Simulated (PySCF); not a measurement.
**Bi³⁺: dipole response in aug-cc-pVQZ-PP plus 1 even-tempered diffuse shell per l with ECP60**

Aim: the static polarisability and the C₆ coefficient of Bi³⁺, method by method.

The numbers are computed with PySCF 2.14.0 (unrestricted determinants in a Gaussian basis, no spin-orbit coupling in the energies), except any that are marked as measured or tabulated.

### 1 The system

```
Element     : bismuth (Z = 83)
Basis       : aug-cc-pVQZ-PP with one added diffuse shell each of s, p, d, f, g type with ECP60MDF (8s8p6d4f3g, 117 functions)
Hamiltonian : scalar relativity through the core potential
State 1     : Bi³⁺: [Xe] 4f14 5d10 6s2, closed-shell 1S
Methods     : UHF, PBE, PBE0
```

Outer shells as boxes (Hund's rule):

Bi3+ [Xe] 4f14 5d10 6s2
```
[Xe] core
4f [↑↓][↑↓][↑↓][↑↓][↑↓][↑↓][↑↓]
5d [↑↓][↑↓][↑↓][↑↓][↑↓]
6s [↑↓]
```

The runs were made by one driver on top of PySCF. The scripts below sum up each run's settings (the driver also hands on starting orbitals that pick excited configurations, and frozen orbitals as a list rather than a count), and the logs come from the driver's own runs. The driver starts from symmetry-adapted Hartree-Fock orbitals, holds the occupation by maximum overlap and uses a logarithmic radial grid for functionals, so a plain start would take other cycles.

The integrals over 117 functions and the set-up took 2.3 s of CPU time.

### 2 Bi³⁺, method by method

#### UHF

The input, input.py:

```python
from pyscf import gto, scf, dft, mp, cc
import basis_set_exchange as bse
txt = bse.get_basis("aug-cc-pVQZ-PP", elements=["Bi"], fmt="nwchem", header=False, augment_diffuse=1)
cut = txt.index("\nECP")
mol = gto.M(atom="Bi 0 0 0", charge=3, spin=0, symmetry="D2h",
            basis=gto.basis.parse(txt[:cut]),
            ecp={"Bi": gto.basis.parse_ecp(txt[cut:])})
mf = scf.UHF(mol)
mf.irrep_nelec = {'Ag': (4, 4), 'B1g': (1, 1), 'B2g': (1, 1), 'B3g': (1, 1), 'B1u': (1, 1), 'B2u': (1, 1), 'B3u': (1, 1)}
mf.kernel()
```

Standard output:

```text
damping factor = 0
level_shift factor = 0
DIIS = <class 'pyscf.scf.diis.CDIIS'>
diis_start_cycle = 1
diis_space = 10
diis_damp = 0
SCF conv_tol = 1e-09
SCF conv_tol_grad = None
number electrons alpha = 10  beta = 10
cycle= 1 E= -211.883261066488  delta_E= -2e-11  |g|= 1.2e-06  |ddm|= 1.73e-05
converged SCF energy = -211.883261066488  <S^2> = -7.1054274e-15  2S+1 = 1
```

CPU time 16 s on a shared host, the integrals not counted.

The occupied shells:

```tsv
shell	electrons	mean orbital energy (eV)	spread (eV)	rms radius (bohr)
5s	2	-209.89	0	0.899
5p	6	-143.92	0	1.02
5d	10	-63.552	0	1.30
6s	2	-42.875	0	2.18
```

⟨S²⟩ = 0.000, ⟨L²⟩ = 0.00.

The driver then solved the coupled dipole response at imaginary frequencies: mean α = 11.06 bohr³, C₆ = 64.95 au for a like pair.

Energies and moments cover only the electrons outside the core potential. The p, d and f levels are scalar averages; spin-orbit coupling splits them strongly at this Z.

#### PBE

Changes to input.py:

```diff
@@ -7,3 +7,3 @@
             ecp={"Bi": gto.basis.parse_ecp(txt[cut:])})
-mf = scf.UHF(mol)
+mf = dft.UKS(mol, xc="PBE")
 mf.irrep_nelec = {'Ag': (4, 4), 'B1g': (1, 1), 'B2g': (1, 1), 'B3g': (1, 1), 'B1u': (1, 1), 'B2u': (1, 1), 'B3u': (1, 1)}
```

Standard output:

```text
damping factor = 0
level_shift factor = 0
DIIS = <class 'pyscf.scf.diis.CDIIS'>
diis_start_cycle = 1
diis_space = 10
diis_damp = 0
SCF conv_tol = 1e-09
SCF conv_tol_grad = None
number electrons alpha = 10  beta = 10
XC functionals = PBE
    J. P. Perdew, K. Burke, and M. Ernzerhof.,  Phys. Rev. Lett. 77, 3865 (1996)
    J. P. Perdew, K. Burke, and M. Ernzerhof.,  Phys. Rev. Lett. 78, 1396 (1997)
    J. P. Perdew, K. Burke, and M. Ernzerhof.,  Phys. Rev. Lett. 77, 3865 (1996)
    J. P. Perdew, K. Burke, and M. Ernzerhof.,  Phys. Rev. Lett. 78, 1396 (1997)
cycle= 1 E= -212.875171105914  delta_E= -0.00963  |g|= 0.0123  |ddm|= 0.694
cycle= 2 E= -212.87518626677  delta_E= -1.52e-05  |g|= 0.00912  |ddm|= 0.0439
cycle= 3 E= -212.875203770982  delta_E= -1.75e-05  |g|= 3e-05  |ddm|= 0.0189
cycle= 4 E= -212.875203771232  delta_E= -2.5e-10  |g|= 2.5e-06  |ddm|= 7.77e-05
converged SCF energy = -212.875203771232  <S^2> = -7.1054274e-15  2S+1 = 1
```

It used 17 s of CPU time after the integrals (shared host).

The driver then solved the coupled dipole response at imaginary frequencies: mean α = 9.621 bohr³, C₆ = 56.79 au for a like pair.

#### PBE0

Changes to input.py:

```diff
@@ -7,3 +7,3 @@
             ecp={"Bi": gto.basis.parse_ecp(txt[cut:])})
-mf = dft.UKS(mol, xc="PBE")
+mf = dft.UKS(mol, xc="PBE0")
 mf.irrep_nelec = {'Ag': (4, 4), 'B1g': (1, 1), 'B2g': (1, 1), 'B3g': (1, 1), 'B1u': (1, 1), 'B2u': (1, 1), 'B3u': (1, 1)}
```

Standard output:

```text
damping factor = 0
level_shift factor = 0
DIIS = <class 'pyscf.scf.diis.CDIIS'>
diis_start_cycle = 1
diis_space = 10
diis_damp = 0
SCF conv_tol = 1e-09
SCF conv_tol_grad = None
number electrons alpha = 10  beta = 10
XC functionals = PBE0
    C. Adamo and V. Barone.,  J. Chem. Phys. 110, 6158 (1999)
    M. Ernzerhof and G. E. Scuseria.,  J. Chem. Phys. 110, 5029 (1999)
cycle= 1 E= -212.849899540983  delta_E= -0.00557  |g|= 0.0074  |ddm|= 0.526
cycle= 2 E= -212.849920084702  delta_E= -2.05e-05  |g|= 0.00183  |ddm|= 0.0446
cycle= 3 E= -212.849920736598  delta_E= -6.52e-07  |g|= 0.000797  |ddm|= 0.00433
cycle= 4 E= -212.84992086565  delta_E= -1.29e-07  |g|= 2.24e-06  |ddm|= 0.00201
cycle= 5 E= -212.849920865652  delta_E= -2.22e-12  |g|= 4.79e-08  |ddm|= 9.99e-06
converged SCF energy = -212.849920865652  <S^2> = -8.8817842e-15  2S+1 = 1
```

It used 31 s of CPU time after the integrals (shared host).

The driver then solved the coupled dipole response at imaginary frequencies: mean α = 9.916 bohr³, C₆ = 58.41 au for a like pair.

Radial density 4πr²ρ of Bi³⁺ at UHF, the electrons outside the core potential:

```tsv
r (bohr)	density
0.00845	1.99e-05
0.0142	4.31e-05
0.0239	8.20e-05
0.0402	0.000127
0.0676	0.000203
0.114	0.000731
0.191	0.00815
0.322	0.224
0.541	6.41
0.911	21.9
1.53	7.97
2.58	1.06
4.33	0.0224
```

### 3 Polarisabilities and C₆

Bi³⁺, in atomic units:

```tsv
method	mean α	C₆ (like pair)	S(−4)
UHF	11.06	64.95	35.16
PBE	9.621	56.79	23.69
PBE0	9.916	58.41	25.84
```

α(iu) at PBE0:

```tsv
u (hartree)	α(iu) (bohr³)
0	9.916
0.0500	9.852
0.100	9.666
0.200	9.011
0.300	8.151
0.500	6.455
0.750	4.896
1.00	3.870
1.50	2.649
2.00	1.946
3.00	1.170
5.00	0.5395
```

### 4 Results

| quantity | value |
| --- | --- |
| α of Bi³⁺ | 9.621 (PBE) to 11.06 (UHF) bohr³ |

A single London oscillator with the computed α and C₆ of Bi³⁺ at UHF would have ω = 4 C₆ / (3 α²) = 0.708 hartree. The basis is finite, and no extrapolation was made.
